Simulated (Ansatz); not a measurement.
# W11CS24 (Tungstenite): the cost of one run

Program: Ansatz 0.2.0. Level of theory: DFT, PBE, plane-wave PAW, default files, scalar-relativistic, as far as a step names no other. These are calculated values, not measurements.

The COD entry's cell or inner coordinates are ideal or old and differ from later refinements, so a difference from it is no clean test against experiment.

**1. The structure to begin with**

Symmetry: Pm, No. 6, monoclinic system. The conventional cell has a = 6.360 Å, b = 12.500 Å, c = 8.413 Å, α = 90.00°, β = 100.89°, γ = 90.00°. Around C (site symmetry m) lie 6 S at 2.41 Å. W (site symmetry m) is surrounded by 6 S at 2.41 Å. Only part of the 24 independent sites is listed.

Coordinates:

```cif
data_structure
_symmetry_space_group_name_H-M 'Pm'
_symmetry_Int_Tables_number 6
_cell_length_a 6.3600
_cell_length_b 12.5000
_cell_length_c 8.4135
_cell_angle_alpha 90.000
_cell_angle_beta 100.893
_cell_angle_gamma 90.000
_cell_volume 656.82
loop_
_atom_site_label
_atom_site_type_symbol
_atom_site_symmetry_multiplicity
_atom_site_Wyckoff_symbol
_atom_site_fract_x
_atom_site_fract_y
_atom_site_fract_z
_atom_site_occupancy
C1 C 1 a 0.05556 0.00000 0.22222 1
W1 W 1 a 0.38889 0.00000 0.55556 1
W2 W 1 a 0.72222 0.00000 0.88889 1
W3 W 1 a 0.55556 0.00000 0.22222 1
W4 W 1 a 0.88889 0.00000 0.55556 1
W5 W 1 a 0.22222 0.00000 0.88889 1
W6 W 1 b 0.77778 0.50000 0.11111 1
W7 W 1 b 0.11111 0.50000 0.44444 1
W8 W 1 b 0.44444 0.50000 0.77778 1
W9 W 1 b 0.27778 0.50000 0.11111 1
W10 W 1 b 0.61111 0.50000 0.44444 1
W11 W 1 b 0.94444 0.50000 0.77778 1
S1 S 2 c 0.05556 0.37500 0.22222 1
S2 S 2 c 0.38889 0.37500 0.55556 1
S3 S 2 c 0.72222 0.37500 0.88889 1
S4 S 2 c 0.55556 0.37500 0.22222 1
S5 S 2 c 0.88889 0.37500 0.55556 1
S6 S 2 c 0.22222 0.37500 0.88889 1
S7 S 2 c 0.77778 0.87500 0.11111 1
S8 S 2 c 0.11111 0.87500 0.44444 1
S9 S 2 c 0.44444 0.87500 0.77778 1
S10 S 2 c 0.27778 0.87500 0.11111 1
S11 S 2 c 0.61111 0.87500 0.44444 1
S12 S 2 c 0.94444 0.87500 0.77778 1
```

Atom 1 of the input is the impurity.

**2. Gradients at the starting positions**

Input file input.yaml:

```yaml
crystal:
  lattice:
    - [6.36, 0.0, 0.0]
    - [-4.77, 8.261882352, 0.0]
    - [0.0, 0.0, 12.5]
  atoms:
    - { symbol: C, position: [0.1666666666, 0.2222222222, 0.25] }
    - { symbol: W, position: [0.1666666666, 0.5555555556, 0.25] }
    - { symbol: W, position: [0.1666666666, 0.8888888889, 0.25] }
    - { symbol: W, position: [0.6666666666, 0.2222222222, 0.25] }
    - { symbol: W, position: [0.6666666666, 0.5555555556, 0.25] }
    - { symbol: W, position: [0.6666666666, 0.8888888889, 0.25] }
    - { symbol: W, position: [0.3333333334, 0.1111111111, 0.75] }
    - { symbol: W, position: [0.3333333334, 0.4444444444, 0.75] }
    - { symbol: W, position: [0.3333333334, 0.7777777778, 0.75] }
    - { symbol: W, position: [0.8333333334, 0.1111111111, 0.75] }
    - { symbol: W, position: [0.8333333334, 0.4444444444, 0.75] }
    - { symbol: W, position: [0.8333333334, 0.7777777778, 0.75] }
    - { symbol: S, position: [0.1666666666, 0.2222222222, 0.625] }
    - { symbol: S, position: [0.1666666666, 0.5555555556, 0.625] }
    - { symbol: S, position: [0.1666666666, 0.8888888889, 0.625] }
    - { symbol: S, position: [0.6666666666, 0.2222222222, 0.625] }
    - { symbol: S, position: [0.6666666666, 0.5555555556, 0.625] }
    - { symbol: S, position: [0.6666666666, 0.8888888889, 0.625] }
    - { symbol: S, position: [0.3333333334, 0.1111111111, 0.125] }
    - { symbol: S, position: [0.3333333334, 0.4444444444, 0.125] }
    - { symbol: S, position: [0.3333333334, 0.7777777778, 0.125] }
    - { symbol: S, position: [0.8333333334, 0.1111111111, 0.125] }
    - { symbol: S, position: [0.8333333334, 0.4444444444, 0.125] }
    - { symbol: S, position: [0.8333333334, 0.7777777778, 0.125] }
    - { symbol: S, position: [0.1666666666, 0.2222222222, 0.875] }
    - { symbol: S, position: [0.1666666666, 0.5555555556, 0.875] }
    - { symbol: S, position: [0.1666666666, 0.8888888889, 0.875] }
    - { symbol: S, position: [0.6666666666, 0.2222222222, 0.875] }
    - { symbol: S, position: [0.6666666666, 0.5555555556, 0.875] }
    - { symbol: S, position: [0.6666666666, 0.8888888889, 0.875] }
    - { symbol: S, position: [0.3333333334, 0.1111111111, 0.375] }
    - { symbol: S, position: [0.3333333334, 0.4444444444, 0.375] }
    - { symbol: S, position: [0.3333333334, 0.7777777778, 0.375] }
    - { symbol: S, position: [0.8333333334, 0.1111111111, 0.375] }
    - { symbol: S, position: [0.8333333334, 0.4444444444, 0.375] }
    - { symbol: S, position: [0.8333333334, 0.7777777778, 0.375] }
kpoints:
  mp_grid: { grid: [4, 3, 2] }
scf:
  occupations: { method: fermi_dirac, width: 0.01 }
hamiltonian:
  xc: pbe
  pseudopotentials: { kind: paw }
output:
  forces: true
  stress: true
  populations: true
  efg: { quadrupole_moments_barn: { S: -0.0694 }, contact_densities: true }
```

Launch:

```
ansatz run input.yaml --threads 4 --pin off --max-ram 8192MiB --backend cpu --events-out ev --progress --plain --runs-dir out
```

**Question.** How long does this run take on 4 threads of Intel Xeon 6975P-C (Granite Rapids), shared host, and how much memory does it need?

About 51 s, with a peak of 3.1 GiB.
